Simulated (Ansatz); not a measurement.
# CH8NOScSi: small, medium and large basis sets

Aim: see how fast density functionals converge with the basis set for CH8NOScSi.

Program: Ansatz 0.2.0, Gaussian basis. Level of theory: one geometry, several basis sets. These are calculated values, not measurements.

Plan: PBE0-D4/def2-SVP; ωB97M-V/def2-SVP; PBE0-D4/def2-QZVPP; ωB97M-V/def2-QZVPP; the functionals' def2-TZVPP values are taken from earlier runs.

### 1 The relaxed structure

An earlier PBE0-D4 in a triple-zeta def2 set relaxation fixed the geometry.

SMILES `[CH3][Sc]([NH2])[O][SiH3]`, 13 atoms, charge 0, spin multiplicity 1.

Atoms are counted from 1 here; the program's logs count them from 0.

Bond lengths: C1–Sc2 2.197 Å, C1–H6 1.098 Å, C1–H7 1.099 Å, C1–H8 1.098 Å, Sc2–N3 1.977 Å, Sc2–O4 1.898 Å, N3–H9 1.014 Å, N3–H10 1.012 Å, O4–Si5 1.626 Å, Si5–H11 1.490 Å, Si5–H12 1.490 Å, Si5–H13 1.490 Å. Angles: Sc2–C1–H6 112.4°, Sc2–C1–H7 111.7°, Sc2–C1–H8 112.7°, H6–C1–H7 106.6°, H6–C1–H8 107.1°, H7–C1–H8 106.0°, C1–Sc2–N3 118.5°, C1–Sc2–O4 120.1°, N3–Sc2–O4 121.4°, Sc2–N3–H9 124.8°, Sc2–N3–H10 127.9°, H9–N3–H10 107.2°, Sc2–O4–Si5 178.4°, O4–Si5–H11 110.6°, O4–Si5–H12 110.8°, O4–Si5–H13 110.8°, H11–Si5–H12 108.3°, H11–Si5–H13 108.2° and more.

### 2 PBE0-D4 in def2-SVP

Contents of in.yaml:

```yaml
crystal:
  periodic: [false, false, false]
  atoms:
    - {symbol: C, position_ang: [-2.039087, 0.286186, 1.326041]}
    - {symbol: Sc, position_ang: [0.056994, 0.234773, 0.668752]}
    - {symbol: N, position_ang: [1.462512, 0.756749, 1.957533]}
    - {symbol: O, position_ang: [0.489037, -0.318591, -1.094339]}
    - {symbol: Si, position_ang: [0.815706, -0.797960, -2.613367]}
    - {symbol: H, position_ang: [-2.167526, 0.830790, 2.270588]}
    - {symbol: H, position_ang: [-2.437797, -0.724594, 1.490259]}
    - {symbol: H, position_ang: [-2.702448, 0.757873, 0.589657]}
    - {symbol: H, position_ang: [1.291544, 1.058711, 2.909967]}
    - {symbol: H, position_ang: [2.463888, 0.777496, 1.811689]}
    - {symbol: H, position_ang: [0.636946, -2.270824, -2.748226]}
    - {symbol: H, position_ang: [-0.090249, -0.125538, -3.586174]}
    - {symbol: H, position_ang: [2.220481, -0.465082, -2.982390]}
basis:
  gaussian: {orbitals: def2-SVP}
hamiltonian: {xc: pbe0, dispersion: d4}
output: {orbitals: {seedname: orbitals}}
```

The run is started by

```bash
> ansatz run in.yaml --threads 2 --pin off --events-out ev --progress --plain --max-ram 32768MiB --backend cpu
```

Further steps of the session: ωB97M-V in def2-SVP; PBE0-D4 in def2-QZVPP; ωB97M-V in def2-QZVPP.

Before running them: what should the planned runs give, taken together? Wanted: PBE0-D4: double and triple zeta above quadruple; ωB97M-V: double and triple zeta above quadruple.

As calculated:

| quantity | value |
| --- | --- |
| PBE0-D4: double and triple zeta above quadruple | 12.17, 0.97 eV |
| ωB97M-V: double and triple zeta above quadruple | 12.32, 0.90 eV |

**Reading.** For PBE0-D4 the step from double to triple zeta gains 11.20 eV and the next only 0.97 eV. These are total energies; as a rule much of such shifts cancels in differences, which this series doesn't test.
